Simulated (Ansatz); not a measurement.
Crystal: MnSi.

```xyz
8
Lattice="4.5480 0.0000 0.0000 0.0000 4.5480 0.0000 0.0000 0.0000 4.5480" Properties=species:S:1:pos:R:3 pbc="T T T"
Mn    3.9204    2.9016    1.6464
Mn    2.9016    1.6464    3.9204
Mn    1.6464    3.9204    2.9016
Mn    0.6276    0.6276    0.6276
Si    0.7004    1.5736    2.9744
Si    1.5736    2.9744    0.7004
Si    2.9744    0.7004    1.5736
Si    3.8476    3.8476    3.8476
```

| Item | Value |
| --- | --- |
| Program | Ansatz 0.2.0 |
| Task | single point |
| Functional | PBEsol |
| Potentials or basis | Ansatz PAW |
| Cutoff | 420 eV (not typed: the program's choice for these potentials) |
| k mesh | 6 × 6 × 6 |
| Occupations | fermi-dirac, width 0.05 eV |
| Spin | collinear spin, ferromagnetic start |
| Starting moments | [4.0, 4.0, 4.0, 4.0, 0.0, 0.0, 0.0, 0.0] μB |

On this cell: pressure -10.8 GPa; largest force 0.279 eV/Å; net moment 3.89 μB per cell; site moments Mn +0.98; Si -0.04 μB; band gap on the k mesh none (metal or under the smearing width).

The same run follows on a disturbed copy (atoms moved at random, drawn with an rms of 0.05 Å):

```
CELL_PARAMETERS angstrom
4.54800 0.00000 0.00000
0.00000 4.54800 0.00000
0.00000 0.00000 4.54800
ATOMIC_POSITIONS crystal
Mn 0.86833 0.63765 0.36214
Mn 0.64870 0.37523 0.85972
Mn 0.36116 0.85491 0.64068
Mn 0.12765 0.14043 0.14419
Si 0.16168 0.34836 0.64284
Si 0.34541 0.65025 0.15330
Si 0.65758 0.16015 0.34293
Si 0.85330 0.83240 0.86006
```

Task: What does the disturbed cell give?

Result: The energy (extrapolated to zero smearing) moves by +21.8 meV/atom; pressure -9.8 GPa; largest force 1.142 eV/Å; net moment 3.90 μB per cell; site moments Mn +0.98, +1.06, +0.92; Si -0.04 μB; band gap on the k mesh none (metal or under the smearing width).

Forces in eV/Å, atoms in the order of the input:
```
Mn  -0.207  0.149  0.390
Mn  -0.732 -0.856  0.187
Mn   0.501  0.726 -0.363
Mn   0.788 -0.249 -0.759
Si   0.198 -0.520  0.792
Si   0.030  0.357  0.121
Si  -0.445 -0.361  0.323
Si  -0.134  0.756 -0.693
```

Stress tensor (GPa, compression positive):
```
 -9.73   0.74  -0.26
  0.74  -9.35   0.22
 -0.26   0.22 -10.43
```

Caveats: the PAW data sets come from PBE, with cores solved anew for the run's functional, which leaves a small shift of forces and pressure.
